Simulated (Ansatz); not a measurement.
**YIn5Rh: further runs on the relaxed cell**

This session takes YIn5Rh and sets out to fit an equation of state.

Program: Ansatz 0.2.0. Level of theory: DFT r2SCAN, scalar-relativistic, plane waves, PAW. These are calculated values, not measurements.

### 1 Starting point

It takes space group P4/mmm (No. 123, tetragonal). The conventional cell has a = 4.627 Å, b = 4.627 Å, c = 7.452 Å, α = 90.00°, β = 90.00°, γ = 90.00°. Around Y (site symmetry 4/mmm) lie 12 In at 3.23 to 3.27 Å. In (site symmetry 2mm) has 2 Rh at 2.75 Å and 1 In at 2.96 Å as nearest neighbours. Around In (site symmetry 4/mmm) lie 8 In at 3.23 Å and 4 Y at 3.27 Å. Rh (site symmetry 4/mmm) has 8 In at 2.75 Å as nearest neighbours.

As a file:

```cif
data_structure
_symmetry_space_group_name_H-M 'P 1'
_symmetry_Int_Tables_number 1
_cell_length_a 4.6273
_cell_length_b 4.6273
_cell_length_c 7.4523
_cell_angle_alpha 90.000
_cell_angle_beta 90.000
_cell_angle_gamma 90.000
_cell_volume 159.56
loop_
_atom_site_label
_atom_site_type_symbol
_atom_site_fract_x
_atom_site_fract_y
_atom_site_fract_z
_atom_site_occupancy
Y1 Y 0.00000 0.00000 0.00000 1
In1 In 0.00000 0.50000 0.30174 1
In2 In 0.00000 0.50000 0.69826 1
In3 In 0.50000 0.00000 0.30174 1
In4 In 0.50000 0.00000 0.69826 1
In5 In 0.50000 0.50000 0.00000 1
Rh1 Rh 0.00000 0.00000 0.50000 1
```

It goes back to an entry of the Materials Project.

This cell was relaxed beforehand with the same method: volume 22.79 Å³/atom, gap on the mesh none (metal).

### 2 Point at V/V0 = 0.97

Input file input.yaml:

```yaml
crystal:
  lattice:
    - [4.5805231866, 0.0, 0.0]
    - [0.0, 4.5805231866, 0.0]
    - [0.0, 0.0, 7.3769835017]
  atoms:
    - { symbol: "Y", position: [0.0, 0.0, 0.0] }
    - { symbol: In, position: [0.0, 0.5, 0.3017361382] }
    - { symbol: In, position: [0.0, 0.5, 0.6982638618] }
    - { symbol: In, position: [0.5, 0.0, 0.3017361382] }
    - { symbol: In, position: [0.5, 0.0, 0.6982638618] }
    - { symbol: In, position: [0.5, 0.5, 0.0] }
    - { symbol: Rh, position: [0.0, 0.0, 0.5] }
basis:
  ecutwfc: 500
kpoints:
  mp_grid: { grid: [8, 8, 6] }
hamiltonian:
  xc: r2scan
scf:
  occupations: { method: gaussian, width: 0.1 }
output:
  forces: true
  stress: true
  eigenvalues: true
  write_density: true
  write_potential: true
  elf: true
  volumetric_format: npy
relax:
  adjacent_minimum: "off"
  f_tol: 0.01
  max_steps: 30
  cell: { stress_tol: 0.1, fix: [volume] }
```

Run with:

```
> ansatz run input.yaml --threads 2 --pin off --max-ram 5120MiB --backend cpu --events-out ev --progress --plain --runs-dir out
```

### 3 The cell scaled to 1.03 of its volume

input.yaml, as its differences from that of step 2:

```diff
@@ -2,5 +2,5 @@
   lattice:
-    - [4.5805231866, 0.0, 0.0]
-    - [0.0, 4.5805231866, 0.0]
-    - [0.0, 0.0, 7.3769835017]
+    - [4.6730839465, 0.0, 0.0]
+    - [0.0, 4.6730839465, 0.0]
+    - [0.0, 0.0, 7.5260536344]
   atoms:
@@ -25,6 +25,2 @@
   eigenvalues: true
-  write_density: true
-  write_potential: true
-  elf: true
-  volumetric_format: npy
 relax:
```

### 4 The cell scaled to 0.94 of its volume

Input file input.yaml:

```yaml
crystal:
  lattice:
    - [4.5318720686, 0.0, 0.0]
    - [0.0, 4.5318720686, 0.0]
    - [0.0, 0.0, 7.3031432637]
  atoms:
    - { symbol: "Y", position: [0.0, 0.0, 0.0] }
    - { symbol: In, position: [0.0, 0.5, 0.300701876] }
    - { symbol: In, position: [0.0, 0.5, 0.699298124] }
    - { symbol: In, position: [0.5, 0.0, 0.300701876] }
    - { symbol: In, position: [0.5, 0.0, 0.699298124] }
    - { symbol: In, position: [0.5, 0.5, 0.0] }
    - { symbol: Rh, position: [0.0, 0.0, 0.5] }
basis:
  ecutwfc: 500
kpoints:
  mp_grid: { grid: [8, 8, 6] }
hamiltonian:
  xc: r2scan
scf:
  occupations: { method: gaussian, width: 0.1 }
output:
  forces: true
  stress: true
  eigenvalues: true
relax:
  adjacent_minimum: "off"
  f_tol: 0.01
  max_steps: 30
  cell: { stress_tol: 0.1, fix: [volume] }
```

### 5 Volume × 1.06

Input file input.yaml:

```yaml
crystal:
  lattice:
    - [4.7193347227, 0.0, 0.0]
    - [0.0, 4.7193347227, 0.0]
    - [0.0, 0.0, 7.5941916448]
  atoms:
    - { symbol: "Y", position: [0.0, 0.0, 0.0] }
    - { symbol: In, position: [0.0, 0.5, 0.3027983019] }
    - { symbol: In, position: [0.0, 0.5, 0.6972016981] }
    - { symbol: In, position: [0.5, 0.0, 0.3027983019] }
    - { symbol: In, position: [0.5, 0.0, 0.6972016981] }
    - { symbol: In, position: [0.5, 0.5, 0.0] }
    - { symbol: Rh, position: [0.0, 0.0, 0.5] }
basis:
  ecutwfc: 500
kpoints:
  mp_grid: { grid: [8, 8, 6] }
hamiltonian:
  xc: r2scan
scf:
  occupations: { method: gaussian, width: 0.1 }
output:
  forces: true
  stress: true
  eigenvalues: true
relax:
  adjacent_minimum: "off"
  f_tol: 0.01
  max_steps: 30
  cell: { stress_tol: 0.1, fix: [volume] }
```

### 6 Volume × 0.91

Input file input.yaml:

```yaml
crystal:
  lattice:
    - [4.4820693191, 0.0, 0.0]
    - [0.0, 4.4820693191, 0.0]
    - [0.0, 0.0, 7.2280559228]
  atoms:
    - { symbol: "Y", position: [0.0, 0.0, 0.0] }
    - { symbol: In, position: [0.0, 0.5, 0.2996171046] }
    - { symbol: In, position: [0.0, 0.5, 0.7003828954] }
    - { symbol: In, position: [0.5, 0.0, 0.2996171046] }
    - { symbol: In, position: [0.5, 0.0, 0.7003828954] }
    - { symbol: In, position: [0.5, 0.5, 0.0] }
    - { symbol: Rh, position: [0.0, 0.0, 0.5] }
basis:
  ecutwfc: 500
kpoints:
  mp_grid: { grid: [8, 8, 6] }
hamiltonian:
  xc: r2scan
scf:
  occupations: { method: gaussian, width: 0.1 }
output:
  forces: true
  stress: true
  eigenvalues: true
relax:
  adjacent_minimum: "off"
  f_tol: 0.01
  max_steps: 30
  cell: { stress_tol: 0.1, fix: [volume] }
```

### 7 The cell scaled to 1.10 of its volume

Input file input.yaml:

```yaml
crystal:
  lattice:
    - [4.7791860576, 0.0, 0.0]
    - [0.0, 4.7791860576, 0.0]
    - [0.0, 0.0, 7.6846140103]
  atoms:
    - { symbol: "Y", position: [0.0, 0.0, 0.0] }
    - { symbol: In, position: [0.0, 0.5, 0.3038182164] }
    - { symbol: In, position: [0.0, 0.5, 0.6961817836] }
    - { symbol: In, position: [0.5, 0.0, 0.3038182164] }
    - { symbol: In, position: [0.5, 0.0, 0.6961817836] }
    - { symbol: In, position: [0.5, 0.5, 0.0] }
    - { symbol: Rh, position: [0.0, 0.0, 0.5] }
basis:
  ecutwfc: 500
kpoints:
  mp_grid: { grid: [8, 8, 6] }
hamiltonian:
  xc: r2scan
scf:
  occupations: { method: gaussian, width: 0.1 }
output:
  forces: true
  stress: true
  eigenvalues: true
relax:
  adjacent_minimum: "off"
  f_tol: 0.01
  max_steps: 30
  cell: { stress_tol: 0.1, fix: [volume] }
```

### 8 The cell scaled to 0.88 of its volume

Input file input.yaml:

```yaml
crystal:
  lattice:
    - [4.4307812221, 0.0, 0.0]
    - [0.0, 4.4307812221, 0.0]
    - [0.0, 0.0, 7.1525237549]
  atoms:
    - { symbol: "Y", position: [0.0, 0.0, 0.0] }
    - { symbol: In, position: [0.0, 0.5, 0.298531954] }
    - { symbol: In, position: [0.0, 0.5, 0.701468046] }
    - { symbol: In, position: [0.5, 0.0, 0.298531954] }
    - { symbol: In, position: [0.5, 0.0, 0.701468046] }
    - { symbol: In, position: [0.5, 0.5, 0.0] }
    - { symbol: Rh, position: [0.0, 0.0, 0.5] }
basis:
  ecutwfc: 500
kpoints:
  mp_grid: { grid: [8, 8, 6] }
hamiltonian:
  xc: r2scan
scf:
  occupations: { method: gaussian, width: 0.1 }
output:
  forces: true
  stress: true
  eigenvalues: true
relax:
  adjacent_minimum: "off"
  f_tol: 0.01
  max_steps: 30
  cell: { stress_tol: 0.1, fix: [volume] }
```

(Steps that only read results are left out.)

Before running it: what results should come out? Wanted: equilibrium volume of the fit; bulk modulus.

The runs gave:

| quantity | value |
| --- | --- |
| equilibrium volume of the fit | 22.80 Å³/atom |
| bulk modulus | 79 GPa |
| its pressure derivative | 4.9 |

In words: The fit puts the minimum at 22.80 Å³/atom with B = 79 GPa and B' = 4.9.
